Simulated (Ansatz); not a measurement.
# CHF5OSn: up Jacob's ladder to CCSD(T)

Aim: compute CHF5OSn with functionals from several rungs and with coupled cluster, and see how far each lands from CCSD(T) at the basis-set limit for the atomisation energy.

Method: functionals in def2-TZVPP, the program's frozen cores in correlated methods; program: Ansatz 0.2.0, Gaussian basis.

Levels to be run: PBE-D4, r2SCAN-D4, PBE0-D4, B3LYP-D4, ωB97X-V, ωB97M-V, B2PLYP; CCSD(T)/def2-TZVPP; MP2/def2-QZVPP; extrapolation to the limit.

### 1 The relaxed structure

An earlier PBE0-D4/def2-TZVP relaxation fixed the geometry. Sn takes the def2 core potential; no spin-orbit term is included.

SMILES `[F][SnH]([F])[O]C(F)(F)F`, 9 atoms, charge 0, spin multiplicity 1.

Atoms are counted from 1 here; the program's logs count them from 0.

Bond lengths: F1–Sn2 1.890 Å, Sn2–F3 1.890 Å, Sn2–O4 1.962 Å, Sn2–H9 1.680 Å, O4–C5 1.330 Å, C5–F6 1.331 Å, C5–F7 1.349 Å, C5–F8 1.331 Å. Angles: F1–Sn2–F3 105.5°, F1–Sn2–O4 107.5°, F1–Sn2–H9 113.8°, F3–Sn2–O4 107.5°, F3–Sn2–H9 113.8°, O4–Sn2–H9 108.5°, Sn2–O4–C5 124.4°, O4–C5–F6 111.2°, O4–C5–F7 111.8°, O4–C5–F8 111.2°, F6–C5–F7 107.4°, F6–C5–F8 107.6°, F7–C5–F8 107.3°.

Geometry (Å):

```xyz
9

F    -2.3955    0.3943   -0.2680
Sn   -0.7612    1.2742    0.0877
F    -0.6071    1.3097    1.9709
O     0.6821    0.1378   -0.6008
C     0.8779   -1.1273   -0.2407
F     2.0793   -1.2916    0.3093
F    -0.0375   -1.5397    0.6611
F     0.7992   -1.9449   -1.2887
H    -0.6372    2.7876   -0.6307
```

### 2 PBE-D4 (GGA)

in.yaml

```yaml
crystal:
  periodic: [false, false, false]
  atoms:
    - {symbol: F, position_ang: [-2.395491, 0.394306, -0.268036]}
    - {symbol: Sn, position_ang: [-0.761231, 1.274246, 0.087679]}
    - {symbol: F, position_ang: [-0.607059, 1.309676, 1.970911]}
    - {symbol: O, position_ang: [0.682104, 0.137750, -0.600846]}
    - {symbol: C, position_ang: [0.877899, -1.127347, -0.240689]}
    - {symbol: F, position_ang: [2.079288, -1.291609, 0.309277]}
    - {symbol: F, position_ang: [-0.037461, -1.539723, 0.661086]}
    - {symbol: F, position_ang: [0.799161, -1.944902, -1.288662]}
    - {symbol: H, position_ang: [-0.637199, 2.787603, -0.630728]}
basis:
  gaussian: {orbitals: def2-TZVPP}
hamiltonian: {xc: pbe, dispersion: d4}
output: {forces: true, orbitals: {seedname: orbitals}}
```

On the command line:

```bash
ansatz run in.yaml --threads 2 --pin off --events-out ev --progress --plain --max-ram 22528MiB --backend cuda --devices 0, --max-vram 18GiB
```

After this run come: r2SCAN-D4 (meta-GGA); PBE0-D4 (hybrid); B3LYP-D4 (hybrid); ωB97X-V (range-separated); ωB97M-V (range-separated); B2PLYP (double hybrid); CCSD(T) in def2-TZVPP; MP2 in def2-QZVPP.

Before running them: what should the planned runs give, taken together? Wanted: atomisation energy, CCSD(T)/CBS; farthest; mean size of error, hybrid; mean size of error, range-separated; gap, smallest and largest; T1 diagnostic; triples share of the correlation energy.

**Answer**, as computed:

| quantity | value |
| --- | --- |
| atomisation energy, CCSD(T)/CBS | 810.3 kcal/mol |
| functionals within 8.1 kcal/mol (1.0 %) | r2SCAN-D4, ωB97X-V, ωB97M-V |
| farthest | PBE-D4 (+27.9 kcal/mol) |
| mean size of error, hybrid | 15.9 kcal/mol |
| mean size of error, range-separated | 2.7 kcal/mol |
| gap, smallest and largest | 5.40 eV (PBE-D4), 13.12 eV (ωB97X-V) |
| T1 diagnostic | 0.0137 |
| triples share of the correlation energy | 3.1 % |

What this shows: PBE-D4 misses by +27.9 kcal/mol, or 3.5 kcal/mol for each of 8 bonds. By mean error the best rung here is range-separated (2.7 kcal/mol) and the worst is hybrid (15.9 kcal/mol). Rungs with a single functional here are left out of that count. The reference freezes the cores and leaves out spin-orbit coupling and excitations past (T), and its outer-core shells are covered unevenly, so misses under about 8.1 kcal/mol can't be ranked. All levels share the lack of spin-orbit coupling, which for atoms this heavy lowers the true binding by per cents. Hartree-Fock recovers 64 % of the binding; the rest is correlation. The gap grows from 5.4 to 13.1 eV across the functionals, mostly with the share of exact exchange. Correlated methods include outer-core shells of Sn, which these sets cover unevenly.
